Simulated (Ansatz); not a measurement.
# LuH2: the cost of one run

Program: Ansatz 0.2.0. Level of theory: DFT PBEsol, scalar-relativistic, plane waves, PAW. These are calculated values, not measurements.

1 further run of the same task is left out (set aside as unsound or not needed).

## Step 1: The system as given

It takes space group Fm-3m (No. 225, cubic). Conventional cell: a = 4.959 Å, b = 4.959 Å, c = 4.959 Å, α = 90.00°, β = 90.00°, γ = 90.00°. Around Lu (site symmetry m-3m) lie 8 H at 2.15 Å. H (site symmetry -43m) has 4 Lu at 2.15 Å as nearest neighbours.

Coordinates:

```cif
data_structure
_symmetry_space_group_name_H-M 'P 1'
_symmetry_Int_Tables_number 1
_cell_length_a 3.5063
_cell_length_b 3.5063
_cell_length_c 3.5063
_cell_angle_alpha 60.000
_cell_angle_beta 60.000
_cell_angle_gamma 60.000
_cell_volume 30.48
loop_
_atom_site_label
_atom_site_type_symbol
_atom_site_fract_x
_atom_site_fract_y
_atom_site_fract_z
_atom_site_occupancy
Lu1 Lu 0.00000 0.00000 0.00000 1
H1 H 0.25000 0.25000 0.25000 1
H2 H 0.75000 0.75000 0.75000 1
```

This cell was relaxed beforehand with the same method: volume 10.16 Å³/atom, gap on the mesh none (metal).

## Step 2: Static run: bands, density of states and charges

The input, input.yaml:

```yaml
crystal:
  lattice:
    - [0.0, 2.4793084025, 2.4793084025]
    - [2.4793084025, 0.0, 2.4793084025]
    - [2.4793084025, 2.4793084025, 0.0]
  atoms:
    - { symbol: Lu, position: [0.0, 0.0, 0.0] }
    - { symbol: H, position: [0.25, 0.25, 0.25] }
    - { symbol: H, position: [0.75, 0.75, 0.75] }
basis:
  ecutwfc: 420
kpoints:
  mp_grid: { grid: [14, 14, 14] }
  band_path:
    path:
      - [[0.0, 0.0, 0.0], [0.5, 0.0, 0.5], [0.625, 0.25, 0.625]]
      - [[0.375, 0.375, 0.75], [0.0, 0.0, 0.0], [0.5, 0.5, 0.5], [0.5, 0.25, 0.75], [0.5, 0.0, 0.5]]
    npoints: 14
hamiltonian:
  xc: pbesol
scf:
  occupations: { method: gaussian, width: 0.1 }
  n_extra_bands: 7
output:
  forces: true
  stress: true
  eigenvalues: true
  populations: true
  dos: { projected: true, de: 0.02, nscf_kmesh: { grid: [21, 21, 21] } }
  bader: true
  write_density: true
  write_potential: true
  elf: true
  volumetric_format: npy
```

Started as:

```sh
$ ansatz run input.yaml --threads 1 --pin off --max-ram 2560MiB --backend cpu --events-out ev --progress --plain --runs-dir out
```

**Question.** How long does this run take on 1 thread of Arm Neoverse V2, shared host, and how much memory does it need?

About 26 s, with a peak of 0.34 GiB.
